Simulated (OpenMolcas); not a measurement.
**InN2H5 (SMILES [NH2][InH][NH2]): levels of theory compared**

Aim: a comparison of 5 runs (HF/STO-3G, HF/3-21G, B3LYP/def2-SVP, revPBE/def2-SVP, CCSD(T)/def2-SVP) of InN2H5. 

Program for the calculation: OpenMolcas 26.06.

## 1. The structure to begin with

InN2H5 has 8 atoms, charge 0, and is taken as a singlet. SMILES: `[NH2][InH][NH2]`. The shape is that of a PBE0-D4/def2-TZVP optimisation.

Bond lengths: N1–In2 2.018 Å, In2–N3 2.018 Å, N1–H4 1.008 Å, N1–H5 1.008 Å, In2–H6 1.703 Å, N3–H7 1.008 Å, N3–H8 1.008 Å. Angles: N1–In2–N3 112.7°, N1–In2–H6 123.6°, N3–In2–H6 123.6°, In2–N1–H4 119.3°, In2–N1–H5 119.7°, In2–N3–H7 119.7°, In2–N3–H8 119.3°, H4–N1–H5 109.6°, H7–N3–H8 109.6°.

## 2. Energy and forces at HF/STO-3G (run 1)

mol.inp reads:

```
>>> EXPORT MOLCAS_PRINT=2

&GATEWAY
 BASLIB = $CurrDir
 COORD
 8
 angstrom
 N       -0.969700       0.858000      -1.127000
 In       0.248000       0.564800       0.455500
 N        0.742700      -1.375200       0.709600
 H       -1.482100       0.076800      -1.506600
 H       -1.538200       1.689200      -1.171800
 H        0.799000       1.819200       1.467500
 H        1.570900      -1.614700       1.231800
 H        0.629500      -2.018100      -0.059000
 BASIS = STO-3G
 GROUP = NoSym

&SEWARD

&SCF
 THRESHOLDS = 1e-10 1e-07 1e-07 1e-05
 PRORBITALS = 0

&ALASKA
```

The basis set STO-3G is read from a file made from the Basis Set Exchange's data (not shown).

Run with:

```
export MOLCAS_MEM=1860
pymolcas mol.inp > mol.log
```

The log of the run:

```text
--- Start Module: gateway ---
[...]
--- Stop Module: gateway /rc=_RC_ALL_IS_WELL_ ---
[...]
      Basis functions           42
[...]
--- Start Module: scf ---
[...]
       Convergence after  11 Iterations
[...]
::    Total SCF energy                              -5793.2804605993
[...]
      Total spin, S                                     0.0000000000
[...]
      Total electronic charge=   68.000000
      Total            charge=   -0.000000
[...]
      Dipole Moment (debye):
      Origin of the operator (angstrom)=    0.1710    0.3894    0.3140
                   X=  1.2537E-01               Y=  2.8734E-01               Z=  2.3257E-01           Total=  3.9035E-01
      Quadrupole Moment (debye*angstrom):
[...]
--- Stop Module: scf /rc=_RC_ALL_IS_WELL_ ---
[...]
--- Start Module: alaska ---
[...]
 *              Molecular gradients               *
 **************************************************
  Irreducible representation: a
 ------------------------------------------------------------------------------------------
                              X                       Y                       Z
 ------------------------------------------------------------------------------------------
  N1               -4.75165051171249E-02    7.12711298407154E-03   -4.45092828752003E-02
  IN2               4.06766314643825E-03    9.31258275525693E-03    7.49436940205683E-03
  N3                2.39259308899342E-02   -6.10283200422153E-02    1.10013117028629E-03
  H4                1.15975983539274E-02    5.84397472908682E-03    7.44459938176911E-03
  H5                1.25119167342542E-02   -7.62478927321908E-03    5.14845626429250E-03
  H6                1.05358404342866E-02    2.39762649445927E-02    1.93480778995232E-02
  H7               -1.15949180694166E-02    9.84261373822548E-03   -3.40937836636890E-03
  H8               -3.52752637229831E-03    1.25505601641933E-02    7.38302712370853E-03
[...]
--- Stop Module: alaska /rc=_RC_ALL_IS_WELL_ ---
[...]
```

Run time: 4.8 s. Hardware: 1 thread of AMD EPYC 7R43 (Zen 3), shared host; peak memory 0.38 GiB.

## 3. Energy and gradient at HF/3-21G (run 2)

job.inp reads:

```
&GATEWAY
  BasLib=$CurrDir
  Coord
  8
  angstrom
  N       -0.969700       0.858000      -1.127000
  In       0.248000       0.564800       0.455500
  N        0.742700      -1.375200       0.709600
  H       -1.482100       0.076800      -1.506600
  H       -1.538200       1.689200      -1.171800
  H        0.799000       1.819200       1.467500
  H        1.570900      -1.614700       1.231800
  H        0.629500      -2.018100      -0.059000
  Basis=3-21G
  Group=NoSym

&SEWARD

&SCF
  Thresholds=1e-10 1e-07 1e-07 1e-05
  PrOrbitals=1 2

&ALASKA
```

The basis set 3-21G is read from a file made from the Basis Set Exchange's data (not shown).

Run with:

```
export MOLCAS_MEM=1860
pymolcas job.inp > job.log
```

The log of the run:

```text
--- Start Module: gateway ---
[...]
--- Stop Module: gateway /rc=_RC_ALL_IS_WELL_ ---
[...]
      Basis functions           59
[...]
--- Start Module: scf ---
[...]
       Convergence after  13 Iterations
[...]
::    Total SCF energy                              -5825.9309450689
[...]
      Total spin, S                                     0.0000000000
[...]
      Total electronic charge=   68.000000
      Total            charge=   -0.000000
[...]
      Dipole Moment (debye):
      Origin of the operator (angstrom)=    0.1710    0.3894    0.3140
                   X= -9.2473E-02               Y= -2.0828E-01               Z= -1.6697E-01           Total=  2.8251E-01
      Quadrupole Moment (debye*angstrom):
[...]
--- Stop Module: scf /rc=_RC_ALL_IS_WELL_ ---
[...]
--- Start Module: alaska ---
[...]
 *              Molecular gradients               *
 **************************************************
  Irreducible representation: a
 ------------------------------------------------------------------------------------------
                              X                       Y                       Z
 ------------------------------------------------------------------------------------------
  N1                9.21286838893032E-03    1.21771545391880E-03   -1.16763602877867E-02
  IN2               5.30062997643643E-03    1.20877970419606E-02    9.75265451274510E-03
  N3               -1.11348936807216E-02   -5.73447810344874E-03    8.04961070827304E-03
  H4               -2.44849881569387E-03   -2.70557811874905E-03    4.69526087694527E-03
  H5               -2.63181144231250E-03    4.37716464035010E-04    6.17185022389288E-03
  H6               -5.36078125273765E-03   -1.22143771056411E-02   -9.84940498988873E-03
  H7                4.62072414118797E-03    4.19628965452756E-03   -2.46103669973508E-03
  H8                2.44176268492959E-03    2.71491471333851E-03   -4.68257434452157E-03
[...]
--- Stop Module: alaska /rc=_RC_ALL_IS_WELL_ ---
[...]
```

It took 6.6 s on 1 thread of AMD EPYC 7R43 (Zen 3), shared host; peak memory 0.39 GiB.

Runs 3 to 4 aren't shown in full; the table further down has their settings and results.

## 4. A single-point energy at CCSD(T)/def2-SVP (core potential) (run 5)

mol.inp reads:

```
&gateway
baslib = $CurrDir
coord
8
angstrom
N       -0.969700       0.858000      -1.127000
In       0.248000       0.564800       0.455500
N        0.742700      -1.375200       0.709600
H       -1.482100       0.076800      -1.506600
H       -1.538200       1.689200      -1.171800
H        0.799000       1.819200       1.467500
H        1.570900      -1.614700       1.231800
H        0.629500      -2.018100      -0.059000
basis = def2-SVP
group = NoSym
&seward
&scf
thresholds = 1e-10 1e-07 1e-07 1e-05
prorbitals = 1 2
&rasscf
fileorb = $Project.ScfOrb
spin = 1
nactel = 0 0 0
inactive = 20
ras2 = 0
outorbitals = Canonical
orblisting = NoCore
&motra
jobiph
frozen = 6
&ccsdt
cct
triples = 2
iterations = 80
accuracy = 1e-08
extrapolation = 5 4
```

The basis set def2-SVP is read from a file made from the Basis Set Exchange's data (not shown).

Run with:

```
export MOLCAS_MEM=1860
pymolcas mol.inp > mol.log
```

The log of the run:

```text
--- Start Module: gateway ---
[...]
--- Stop Module: gateway /rc=_RC_ALL_IS_WELL_ ---
[...]
      Basis functions           79
[...]
       Convergence after  13 Iterations
[...]
::    Total SCF energy                               -300.9159774532
[...]
      Total spin, S                                     0.0000000000
[...]
      Number of active orbitals                  0
[...]
      Spin quantum number                      0.0
[...]
      Active orbitals                            0
[...]
      Number of CSFs                             1
[...]
      Number of root(s) required                 1
[...]
      Convergence after  4 iterations
[...]
      Natural orbitals and occupation numbers for root  1
      ************************************************************************************************************************
      *                                                    Final results                                                     *
      ************************************************************************************************************************
[...]
::    RASSCF root number  1 Total energy:   -300.91597745
[...]
      Total electronic charge=   40.000000
      Total            charge=   -0.000000
[...]
      Dipole Moment (debye):
      Origin of the operator (angstrom)=    0.1710    0.3894    0.3140
                   X= -6.6978E-04               Y=  4.6993E-04               Z=  1.1263E-03           Total=  1.3922E-03
      Quadrupole Moment (debye*angstrom):
[...]
--- Start Module: motra ---
[...]
      *** WARNING: Default frozen orbitals is overwritten by user input.
      *** Default values:   2
[...]
--- Stop Module: motra /rc=_RC_ALL_IS_WELL_ ---
[...]
--- Start Module: ccsdt ---
[...]
      Convergence after                    17  Iterations
      Total energy (diff) :    -301.39111000      -0.00000000
[...]
 METHOD                       : CCSD+T(CCSD)+<T3(1)WT1> = CCSD(T)
[...]
       CCSD     =      -301.3911099967436
[...]
--- Stop Module: ccsdt /rc=_RC_ALL_IS_WELL_ ---
[...]
```

Run time: 72 s. Hardware: 1 thread of AMD EPYC 7R43 (Zen 3), shared host; peak memory 0.44 GiB.

## 5. All runs side by side

| run | level | integration grid | task | energy (Eh) | dipole moment (D) of the reference | HOMO energy (eV) | LUMO energy (eV) | wall time |
| --- | --- | --- | --- | --- | --- | --- | --- | --- |
| 1 | HF/STO-3G | – | gradient | -5793.280461 | 0.39 | -6.94 | 7.11 | 4.8 s |
| 2 | HF/3-21G | – | gradient | -5825.930945 | 0.28 | -9.44 | 2.42 | 6.6 s |
| 3 | B3LYP/def2-SVP (core potential) | UltraFine | gradient | -302.612632 | 0.44 | -6.13 | -0.49 | 41 s |
| 4 | revPBE/def2-SVP (core potential) | UltraFine | gradient | -302.558454 | 0.59 | -4.95 | -0.82 | 44 s |
| 5 | CCSD(T)/def2-SVP (core potential) | – | energy | -301.404303 | 0.00 | -9.94 | 2.17 | 72 s |

## 6. What came out

| quantity | value |
| --- | --- |
| run 5: total energy | -301.40430 Eh |
| run 5: dipole moment (mean-field density) | 0.00 D |
| run 5: HOMO energy (Hartree–Fock orbitals) | -9.94 eV |
| run 5: LUMO energy (Hartree–Fock orbitals) | 2.17 eV |
| run 5: HOMO–LUMO gap (Hartree–Fock orbitals) | 12.11 eV |
| run 5: correlation energy (6 core orbitals frozen) | -488.3 mEh |
| run 5: (T) correction | -13.19 mEh |

What this shows: Over runs 1, 2, 3, 4 the dipole moment (its size) runs from 0.28 D (HF/3-21G) to 0.59 D (revPBE/def2-SVP). The two ends differ in method and basis and core potential. Over runs 1, 2, 3, 4 the HOMO–LUMO gap runs from 4.13 eV (revPBE/def2-SVP) to 14.05 eV (HF/STO-3G). Totals of different functionals can't be ranked against each other. Some runs of one species differ in core potentials or relativity; totals across that change don't compare. In run 1 the basis is minimal, so the values are rough. In runs 1, 2 relativity is left out where basis or elements ask for it. All runs together took 2.8 min, the longest 72 s.
